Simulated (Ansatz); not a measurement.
Write a Python script for Ansatz 0.2.0 through its Python package that makes a comparison of dispersion corrections of CH4B2O, SMILES BB1CO1. Use (for the species named): PBE0, def2-SVP basis, multiplicity 1, D3BJ dispersion.

```xyz
8

B    -0.9130    1.2565   -0.3373
B    -0.2429   -0.1904   -0.3081
C     0.7621   -1.0752    0.4535
O     0.7254   -1.2326   -0.8889
H    -1.2592    1.7758   -1.4026
H    -1.1697    1.9003    0.6553
H     0.3943   -1.9191    1.0499
H     1.7951   -0.5724    0.7223
```

Script `disp_ch4b2o.py`:
```python
"""Dispersion corrections for CH4B2O."""

import warnings

import ansatz
from ase import Atoms

warnings.simplefilter("ignore", ansatz.DeckWarning)

atoms = Atoms(["B", "B", "C", "O", "H", "H", "H", "H"], positions=[
    [-0.913, 1.2565, -0.3373],
    [-0.2429, -0.1904, -0.3081],
    [0.7621, -1.0752, 0.4535],
    [0.7254, -1.2326, -0.8889],
    [-1.2592, 1.7758, -1.4026],
    [-1.1697, 1.9003, 0.6553],
    [0.3943, -1.9191, 1.0499],
    [1.7951, -0.5724, 0.7223],
])
system = ansatz.Crystal.molecule_from_ase(atoms)

setup = system.calculation().basis(gaussian="def2-SVP")
for name in ["pbe0", "b3lyp"]:
    for correction in ("d3bj", "d4"):
        r = setup.functional(name, dispersion=correction).run(threads=1, backend="cpu").report
        print(f"{name:8s} {correction:5s} total {r['free_energy_ev']:.5f} eV, of which dispersion {1000 * r['dispersion']['energy']['ev']:.2f} meV")
```

Output of `python disp_ch4b2o.py`:
```text
pbe0     d3bj  total -4489.76044 eV, of which dispersion -92.24 meV
pbe0     d4    total -4489.75737 eV, of which dispersion -89.17 meV
b3lyp    d3bj  total -4495.63276 eV, of which dispersion -187.95 meV
b3lyp    d4    total -4495.61716 eV, of which dispersion -172.34 meV
```

Reading the output:
- Total energies depend on the basis set; only differences at equal settings carry meaning.
- The geometry is a force-field or estimated start, not a minimum of this method, and the basis set is short of its limit. D4 holds the three-body term, and d3bj doesn't.
- b3lyp holds the VWN-RPA fit, as in Gaussian; the form of ORCA and Turbomole is b3lyp5.
- Run time: 6.5 s on 1 thread of Arm Neoverse V1 (shared host), peak memory 0.2 GiB.
